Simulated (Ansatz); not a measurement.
# GeH6: the cost of one run

Method: RKS PBE-D4/def2-SVP, in Ansatz 0.2.0.

## (1) The system as given

Bond lengths: Ge3–H4 1.483 Å, Ge3–H5 1.481 Å, Ge3–H6 1.483 Å, Ge3–H7 1.483 Å. Angles: H4–Ge3–H5 109.5°, H4–Ge3–H6 109.3°, H4–Ge3–H7 109.2°, H5–Ge3–H6 109.9°, H5–Ge3–H7 109.6°, H6–Ge3–H7 109.3°.

Coordinates:

```xyz
7

H     0.0579   -0.1624   -3.0768
H    -0.2199    0.2231   -2.4560
Ge    0.0330   -0.0123    1.1029
H     0.6696    0.9741    2.0090
H     0.8380   -0.1400   -0.1334
H    -1.3379    0.4439    0.7690
H    -0.0408   -1.3265    1.7854
```

## (2) Relaxing the start

File input.yaml:

```yaml
crystal:
  periodic: [false, false, false]
  atoms:
    - { symbol: H, position_ang: [0.0579, -0.1624, -3.0768] }
    - { symbol: H, position_ang: [-0.2199, 0.2231, -2.456] }
    - { symbol: Ge, position_ang: [0.033, -0.0123, 1.1029] }
    - { symbol: H, position_ang: [0.6696, 0.9741, 2.009] }
    - { symbol: H, position_ang: [0.838, -0.14, -0.1334] }
    - { symbol: H, position_ang: [-1.3379, 0.4439, 0.769] }
    - { symbol: H, position_ang: [-0.0408, -1.3265, 1.7854] }
basis:
  gaussian: { orbitals: def2-SVP }
hamiltonian:
  xc: pbe
  dispersion: d4
relax:
  f_tol: 0.02
  max_steps: 40
scf:
  lower_state_search: "off"
output:
  orbitals: {}
```

Run with:

```console
> ansatz run input.yaml --threads 1 --pin off --max-ram 2048MiB --backend cpu --events-out ev --progress --plain --runs-dir out
```

**Question.** How long does this run take on 1 thread of Arm Neoverse V1, shared host, and how much memory does it need?

About 2.2 s, with a peak of 0.086 GiB.
